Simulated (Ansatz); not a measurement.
Molecular dynamics of Cs$_{2}$TeH$_{6}$SO$_{10}$

Input file:

```yaml
accuracy: low
crystal:
  lattice:
    - [3.7395, 2.159001, 5.545667]
    - [-3.7395, 2.159001, 5.545667]
    - [0.0, -4.318003, 5.545667]
  atoms:
    - { symbol: Cs, position: [0.25844, 0.25844, 0.25844] }
    - { symbol: Cs, position: [0.76024, 0.76024, 0.76024] }
    - { symbol: Te, position: [0.0101, 0.0101, 0.0101] }
    - { symbol: H, position: [0.8121, 0.7465, 0.2533] }
    - { symbol: H, position: [0.2533, 0.8121, 0.7465] }
    - { symbol: H, position: [0.7465, 0.2533, 0.8121] }
    - { symbol: H, position: [0.9008, 0.2864, 0.1803] }
    - { symbol: H, position: [0.1803, 0.9008, 0.2864] }
    - { symbol: H, position: [0.2864, 0.1803, 0.9008] }
    - { symbol: S, position: [0.5066, 0.5066, 0.5066] }
    - { symbol: O, position: [0.9484, 0.7338, 0.1549] }
    - { symbol: O, position: [0.1549, 0.9484, 0.7338] }
    - { symbol: O, position: [0.7338, 0.1549, 0.9484] }
    - { symbol: O, position: [0.4225, 0.4225, 0.4225] }
    - { symbol: O, position: [0.7028, 0.5128, 0.3291] }
    - { symbol: O, position: [0.3291, 0.7028, 0.5128] }
    - { symbol: O, position: [0.5128, 0.3291, 0.7028] }
    - { symbol: O, position: [0.8669, 0.3317, 0.0258] }
    - { symbol: O, position: [0.0258, 0.8669, 0.3317] }
    - { symbol: O, position: [0.3317, 0.0258, 0.8669] }
basis:
  ecutwfc: 420.0
kpoints:
  mp_grid: { grid: [2, 2, 2] }
hamiltonian:
  xc: pbe
  dispersion: d3bj
scf:
  occupations: { method: fermi_dirac, width: 0.05 }
  lower_state_search: "off"
md:
  timestep: 0.75
  n_steps: 340
  ensemble: nvt_langevin
  temperature: 700.0
  initial_velocities: maxwell_boltzmann
  seed: 920090
  friction: 0.005
```

Launched with:

```bash
$ ansatz run input.yaml --threads 1 --pin off --max-ram 3072MiB --backend cpu --events-out ev --progress --plain --runs-dir out
```

It starts from an unrelaxed structure (largest force component 11.25 eV/Å).

Output, in part (step lines):

```
md step     0: t =     0.00 fs  T =   665.0 K  F+E_penalty+E_count = -24984.49385375 eV  E_kin = 1.719158 eV  (10 SCF iters)
[... lines left out ...]
```

The steps, from the saved trajectory:

```tsv
time (fs)	T (K)	potential energy less start (eV)
0.0	665	0.000
8.2	2605	-4.950
16.5	2282	-4.048
24.8	2088	-3.721
33.0	1544	-3.100
41.2	2712	-6.376
49.5	2030	-4.930
57.8	2079	-5.123
66.0	2689	-6.803
74.2	2078	-5.652
82.5	1546	-4.628
90.8	1344	-4.204
99.0	1399	-4.509
107.2	1871	-5.743
115.5	2026	-6.450
123.8	2289	-7.438
132.0	1475	-5.693
140.2	1512	-5.971
148.5	1247	-5.513
156.8	1605	-6.434
165.0	1432	-5.975
173.2	1632	-6.507
181.5	1542	-6.495
189.8	1542	-6.544
198.0	1514	-6.804
206.2	1878	-7.922
214.5	1972	-8.296
222.8	1614	-7.160
231.0	1435	-6.680
239.2	1544	-7.125
247.5	1891	-8.195
```

The run went to its last step. The mean temperature of the second half is 128 % above the set value. A run of 0.26 ps of so small a system gives no equilibrium averages. Limits of this set-up: low accuracy level.

Mean squared displacements from the first frame to the last, about the centre of mass: Cs 0.09 Å², Te 0.01 Å², H 5.60 Å², S 0.03 Å², O 1.04 Å².

Last frame:

```xyz
20
Lattice="3.7395 2.1590 5.5457 -3.7395 2.1590 5.5457 0.0000 -4.3180 5.5457" Properties=species:S:1:pos:R:3
Cs -0.152 0.211 4.590
Cs -0.097 -0.177 12.616
Te -0.117 -0.065 0.430
H 1.914 5.575 9.986
H -4.638 -1.019 9.753
H 2.993 -4.391 10.153
H 1.603 1.758 7.590
H -2.873 0.994 7.774
H 0.507 -2.240 6.725
S -0.134 0.018 8.871
O 1.167 4.525 10.255
O -4.911 -0.876 10.670
O 2.865 -3.378 10.449
O 0.011 0.405 7.482
O 0.574 0.953 9.813
O -1.721 0.087 9.201
O 0.390 -1.258 9.347
O 2.317 2.370 7.559
O -3.268 0.538 7.133
O 0.814 -3.110 7.169
```

The run took 13 min on 1 thread of AMD EPYC 9R45 96-Core Processor (Zen 5) (shared host), peak memory 0.77 GiB.
